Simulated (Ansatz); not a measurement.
# C4H13NSi: small, medium and large basis sets

The task here is to estimate one member of a computed series from the others.

Computed with Ansatz 0.2.0, Gaussian basis. Level: one geometry, several basis sets.

The runs, in order: PBE0-D4/def2-SVP; ωB97M-V/def2-SVP; PBE0-D4/def2-QZVPP; ωB97M-V/def2-QZVPP; the functionals' def2-TZVPP values are taken from earlier runs.

1 further run of the same task is left out (it didn't finish). Runs told in other sessions of the task aren't counted.

### Structure used throughout

An earlier PBE0-D4 in a triple-zeta def2 set relaxation fixed the geometry.

SMILES `CCN([SiH3])CC`, 19 atoms, charge 0, spin multiplicity 1.

Atoms are counted from 1 here; the program's logs count them from 0.

Bond lengths: C1–C2 1.515 Å, C1–H7 1.094 Å, C1–H8 1.092 Å, C1–H9 1.092 Å, C2–N3 1.450 Å, C2–H10 1.099 Å, C2–H11 1.101 Å, N3–Si4 1.723 Å, N3–C5 1.452 Å, Si4–H12 1.486 Å, Si4–H13 1.487 Å, Si4–H14 1.496 Å, C5–C6 1.522 Å, C5–H15 1.099 Å, C5–H16 1.093 Å, C6–H17 1.093 Å, C6–H18 1.093 Å, C6–H19 1.092 Å. Angles: C2–C1–H7 111.9°, C2–C1–H8 111.2°, C2–C1–H9 110.0°, H7–C1–H8 108.0°, H7–C1–H9 107.2°, H8–C1–H9 108.5°, C1–C2–N3 113.2°, C1–C2–H10 109.0°, C1–C2–H11 108.8°, N3–C2–H10 107.8°, N3–C2–H11 111.6°, H10–C2–H11 106.1°, C2–N3–Si4 122.3°, C2–N3–C5 114.1°, Si4–N3–C5 119.8°, N3–Si4–H12 106.1°, N3–Si4–H13 112.2°, N3–Si4–H14 114.5° and more.

The first run:

Input file in.yaml:

```yaml
crystal:
  periodic: [false, false, false]
  atoms:
    - {symbol: C, position_ang: [-1.233025, -0.693671, 1.916677]}
    - {symbol: C, position_ang: [-0.174729, 0.131656, 1.214126]}
    - {symbol: N, position_ang: [-0.338300, 0.165711, -0.226609]}
    - {symbol: Si, position_ang: [-0.902334, -1.194276, -1.121490]}
    - {symbol: C, position_ang: [0.449276, 1.189405, -0.888934]}
    - {symbol: C, position_ang: [1.950061, 0.935435, -0.909295]}
    - {symbol: H, position_ang: [-1.186699, -1.747924, 1.627190]}
    - {symbol: H, position_ang: [-2.235346, -0.324675, 1.690173]}
    - {symbol: H, position_ang: [-1.083804, -0.649413, 2.997386]}
    - {symbol: H, position_ang: [-0.224405, 1.165200, 1.583194]}
    - {symbol: H, position_ang: [0.818533, -0.247613, 1.500985]}
    - {symbol: H, position_ang: [-0.854348, -0.794648, -2.551825]}
    - {symbol: H, position_ang: [-2.295836, -1.565631, -0.758368]}
    - {symbol: H, position_ang: [-0.079845, -2.432970, -0.952552]}
    - {symbol: H, position_ang: [0.249557, 2.149608, -0.393561]}
    - {symbol: H, position_ang: [0.088415, 1.292919, -1.915928]}
    - {symbol: H, position_ang: [2.470474, 1.750396, -1.419103]}
    - {symbol: H, position_ang: [2.179830, 0.005177, -1.435777]}
    - {symbol: H, position_ang: [2.360524, 0.861116, 0.100111]}
basis:
  gaussian: {orbitals: def2-SVP}
hamiltonian: {xc: pbe0, dispersion: d4}
output: {orbitals: {seedname: orbitals}}
```

Command:

```sh
> ansatz run in.yaml --threads 4 --pin off --events-out ev --progress --plain --max-ram 11315MiB
```

Among the steps run: PBE0-D4 in def2-SVP; ωB97M-V in def2-SVP; PBE0-D4 in def2-QZVPP; ωB97M-V in def2-QZVPP.

One table of the session follows, with a row left open; its other results are not shown here.

It belongs to the step «Density functionals: the series». 

| functional | basis | HOMO (eV) | LUMO (eV) |
| --- | --- | --- | --- |
| PBE0-D4 | def2-SVP | ? | ? |
| PBE0-D4 | def2-TZVPP | -6.29 | 0.83 |
| PBE0-D4 | def2-QZVPP | -6.31 | 0.57 |
| ωB97M-V | def2-SVP | -8.49 | 3.08 |
| ωB97M-V | def2-TZVPP | -8.60 | 2.39 |
| ωB97M-V | def2-QZVPP | -8.61 | 1.78 |

Estimate the missing values for PBE0-D4, def2-SVP.

**Answer.** HOMO (eV): -6.20; LUMO (eV): 1.29. In the column «HOMO (eV)» it is the highest.
